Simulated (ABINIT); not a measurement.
The system is RbP2.

```
CELL_PARAMETERS angstrom
3.51331 0.00000 0.00000
0.00000 3.51331 0.00000
0.00000 0.00000 5.88101
ATOMIC_POSITIONS crystal
Rb 0.50000 0.50000 0.00000
P 0.00000 0.50000 0.50000
P 0.50000 0.00000 0.50000
```

The cell was built by a generator and needn't be a form met in nature.

- Program: ABINIT 10.8.3 (patched build)
- Task: relaxation of cell and atoms
- Functional: PBEsol
- Potentials or basis: PseudoDojo NC SR PBEsol v0.4 stringent
- Cutoff: 626 eV
- k mesh: 6 × 6 × 4
- Occupations: fermi-dirac, width 0.05 eV
- Spin: no spin polarisation

At the start: pressure -2.8 GPa; volume 24.20 Å³/atom.

Question: How do energy, volume and symmetry change on relaxing?

Answer: Over 9 steps the energy falls by 17.5 meV/atom and the volume is 22.47 Å³/atom (-7.1 %); space group P4/mmm (No. 123, to 0.05 Å).

The path:
| step | energy change (eV) | largest force (eV/Å) | pressure (GPa) | volume (Å³) |
| --- | --- | --- | --- | --- |
| 1 | 0.0000 | 0.0000 | -2.82 | 72.59 |
| 2 | -0.0108 | 0.0000 | -2.56 | 71.97 |
| 3 | -0.0498 | 0.0000 | 0.81 | 66.38 |
| 4 | -0.0522 | 0.0000 | -0.12 | 67.57 |
| 5 | -0.0523 | 0.0000 | 0.02 | 67.39 |
| 6 | -0.0523 | 0.0000 | 0.04 | 67.35 |
| 7 | -0.0524 | 0.0000 | 0.05 | 67.34 |
| 8 | -0.0524 | 0.0000 | 0.02 | 67.38 |
| 9 | -0.0524 | 0.0000 | 0.00 | 67.41 |

Final structure:
```
Rb P
1.0
     3.41378    0.00000    0.00000
     0.00000    3.41378    0.00000
     0.00000    0.00000    5.78436
Rb P
1 2
Cartesian
  1.7069 1.7069 0.0000
  0.0000 1.7069 2.8922
  1.7069 0.0000 2.8922
```
